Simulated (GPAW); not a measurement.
SnO:

```
Sn O
1.0
     3.79860    0.00000    0.00000
     0.00000    3.79860    0.00000
     0.00000    0.00000    4.84080
Sn O
2 2
Direct
  0.50000 0.00000 0.23690
  0.00000 0.50000 0.76310
  0.00000 0.00000 0.00000
  0.50000 0.50000 0.00000
```

Base run:

* Program: GPAW 26.7.0
* Functional: TB-mBJ
* Potentials or basis: GPAW PAW data sets for LDA (gpaw-data 1.2.1)
* Cutoff: 600 eV
* Basis: pw
* k mesh: 8 × 8 × 6
* Occupations: fermi-dirac, width 0.05 eV
* Spin: no spin polarisation

Its results: band gap on the k mesh 0.13 eV, indirect (least direct gap 2.26 eV).

Question: The run is repeated on the same cell with these changes: functional from TB-mBJ to r2SCAN; potentials or basis from GPAW PAW data sets for LDA (gpaw-data 1.2.1) to GPAW PAW data sets (gpaw-data 1.2.1). What comes out?

Answer: Band gap on the k mesh 0.18 eV, indirect (least direct gap 2.30 eV).

Caveats: spin-orbit coupling is left out, which moves the levels of the heavy elements; a model potential gives levels but no total energy (some runs).
